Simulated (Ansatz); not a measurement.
# C3H7B: the cost of one run

All numbers below are computed with Ansatz 0.2.0 (RKS BHLYP-D4/def2-SVPD).

## (1) The structure to begin with

Bond lengths: B1–C2 1.389 Å, C2–C3 1.514 Å, C2–C4 1.514 Å, B1–H5 1.147 Å, C3–H6 1.087 Å, C3–H7 1.091 Å, C3–H8 1.091 Å, C4–H9 1.087 Å, C4–H10 1.091 Å, C4–H11 1.091 Å. Angles (14 of 16 angles, heavy atoms first): B1–C2–C3 124.0°, B1–C2–C4 123.7°, C3–C2–C4 112.3°, C2–B1–H5 179.7°, C2–C3–H6 111.4°, C2–C3–H7 110.2°, C2–C3–H8 110.2°, C2–C4–H9 111.4°, C2–C4–H10 110.2°, C2–C4–H11 110.1°, H6–C3–H7 108.5°, H6–C3–H8 108.5°, H7–C3–H8 108.0°, H9–C4–H10 108.6°.

Structure file:

```xyz
11

B    -0.1722    1.7575    0.0029
C    -0.0352    0.3750    0.0020
C     0.1694   -0.4553    1.2513
C    -0.0785   -0.4729   -1.2519
H    -0.2815    2.8995    0.0002
H     0.2005    0.1684    2.1416
H     1.1058   -1.0110    1.1841
H    -0.6423   -1.1761    1.3610
H    -0.2264    0.1379   -2.1389
H     0.8543   -1.0272   -1.3633
H    -0.8938   -1.1957   -1.1889
```

## (2) End point A

File input.yaml:

```yaml
crystal:
  periodic: [false, false, false]
  atoms:
    - { symbol: B, position_ang: [-0.17221, 1.75753, 0.00285] }
    - { symbol: C, position_ang: [-0.03525, 0.37501, 0.00203] }
    - { symbol: C, position_ang: [0.16939, -0.45535, 1.25127] }
    - { symbol: C, position_ang: [-0.07852, -0.47293, -1.25189] }
    - { symbol: H, position_ang: [-0.28149, 2.89953, 0.00018] }
    - { symbol: H, position_ang: [0.20049, 0.16839, 2.14155] }
    - { symbol: H, position_ang: [1.1058, -1.01102, 1.18413] }
    - { symbol: H, position_ang: [-0.64229, -1.17611, 1.36096] }
    - { symbol: H, position_ang: [-0.22641, 0.13787, -2.1389] }
    - { symbol: H, position_ang: [0.85428, -1.02724, -1.36326] }
    - { symbol: H, position_ang: [-0.89378, -1.19567, -1.18892] }
basis:
  gaussian: { orbitals: def2-SVPD }
hamiltonian:
  xc: { name: BHLYP }
  dispersion: d4
relax:
  f_tol: 0.015
  max_steps: 40
```

On the command line:

```sh
$ ansatz run input.yaml --threads 2 --pin off --max-ram 3072MiB --backend cpu --events-out ev --progress --plain --runs-dir out
```

**Question.** How long does this run take on 2 threads of Intel Xeon Platinum 8259CL at 2.50GHz (Skylake/Cascade Lake), shared host, and how much memory does it need?

About 28 s, with a peak of 0.33 GiB.
